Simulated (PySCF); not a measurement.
# CH₈O₃Si₃: electronic excitations

Aim: predict the electronic excitations of CH₈O₃Si₃ (`[SiH3]OC1O[SiH2][SiH2]O1`).

The runs use PySCF 2.14.0, with density-fitted response routines of our own; the level of theory stands in each step. All values are computed, except where a source is named. Atoms are numbered from 0 throughout.

## (1) The starting structure

15 atoms, charge 0, multiplicity 1; geometry from: GFN2-xTB.

Bonds of the start (Å): Si0–O1 1.63, O1–C2 1.37, C2–O3 1.36, O3–Si4 1.66, Si4–Si5 2.31, Si5–O6 1.66, O6–C2 1.37, Si0–H7 1.45, Si0–H8 1.47, Si0–H9 1.46, C2–H10 1.11, Si4–H11 1.46, Si4–H12 1.47, Si5–H13 1.46, Si5–H14 1.47.

## (2) Ultraviolet spectrum: CAM-B3LYP/def2-SVPD

What the job is given:

```
{"job": {"kind": "uv", "xc": "CAM-B3LYP", "basis": "def2-SVPD", "nstates": 8, "ntriplets": 3}, "charge": 0, "multiplicity": 1}
Si     2.430636    -0.256009    -0.290109
O      0.969561    -0.912800     0.013515
C      0.053707    -0.459532     0.923529
O     -1.107441    -1.153757     0.772725
Si    -2.193957    -0.638156    -0.367999
Si    -1.213330     1.452191    -0.310801
O     -0.123439     0.896245     0.808850
H      2.869365    -1.216855    -1.289748
H      3.243526    -0.242610     0.928665
H      2.321189     1.109193    -0.805815
H      0.427850    -0.651336     1.946574
H     -3.443414    -0.962877     0.313128
H     -2.011036    -1.439353    -1.584015
H     -1.767201     2.592892     0.412751
H     -0.460428     1.890754    -1.493164
```

Method: TDDFT CAM-B3LYP/def2-SVPD, vertical, gas phase, core orbitals frozen in the response.

Run with:

```console
$ OMP_NUM_THREADS=1 python probes_run.py task.json out
```

This one command runs all jobs of the session in turn.

What will the session give for the following? lowest singlet (CAM-B3LYP/def2-SVPD); brightest single state of those computed; lowest triplet; surface potential, 1st and 99th percentile. Wanted: lowest singlet; brightest single state of those computed; lowest triplet; surface potential, 1st and 99th percentile.

As calculated:

```
                                quantity                        value
    lowest singlet (CAM-B3LYP/def2-SVPD)  6.40 eV (194 nm), f = 0.038
brightest single state of those computed  state 6, 7.59 eV, f = 0.219
                          lowest triplet                      5.67 eV
   surface potential, 1st and 99th percentile           -1.19 V and 1.81 V
```

What this shows: The lowest singlet, at 6.40 eV, is HOMO→LUMO 0.91 and is weak; of the 8 states computed, the strongest absorption comes from states 4 to 6 together at 7.59 eV. The lowest triplet lies 0.73 eV below the lowest singlet (triplets in Tamm-Dancoff, singlets in full TDDFT).
